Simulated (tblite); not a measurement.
# CH6GeSe3: the cost of one run

Computed with tblite 0.8.0 and PySCF 2.14.0; each step states its level. No surroundings beyond the atoms listed, unless a continuum is named. Atoms count from 0, parts from 1.

## (1) The system as given

11 atoms, charge 0, multiplicity 1; geometry: distance geometry start.

## (2) Geometry optimisation with GFN2-xTB

The job: settings as JSON, then the geometry in Å.

```
{"job": {"kind": "relax", "xc": "GFN2-xTB", "basis": "xTB"}, "charge": 0, "multiplicity": 1}
Se    -0.359737     0.096290     3.131408
Ge    -0.233700    -1.002578     0.999449
Se     0.194728     0.646514    -0.712917
Se     1.537827    -2.601494     1.030354
C     -1.905140    -1.879697     0.652431
H     -0.225979     0.986811     4.366363
H      0.446075     1.852332    -1.584237
H      2.672508    -3.575800     1.296575
H     -1.809115    -2.916786     0.815866
H     -2.179402    -1.714839    -0.323589
H     -2.622887    -1.499901     1.290316
```

Method: GFN2-xTB geometry optimisation, gas phase.

On the command line:

```sh
OMP_NUM_THREADS=1 python cluster_run.py task.json out
```

The driver reads the jobs from task.json and runs them one after another.

**Question.** How long does this first job take on 1 thread of Intel Xeon 6975P-C, shared host?

About 3.5 s.
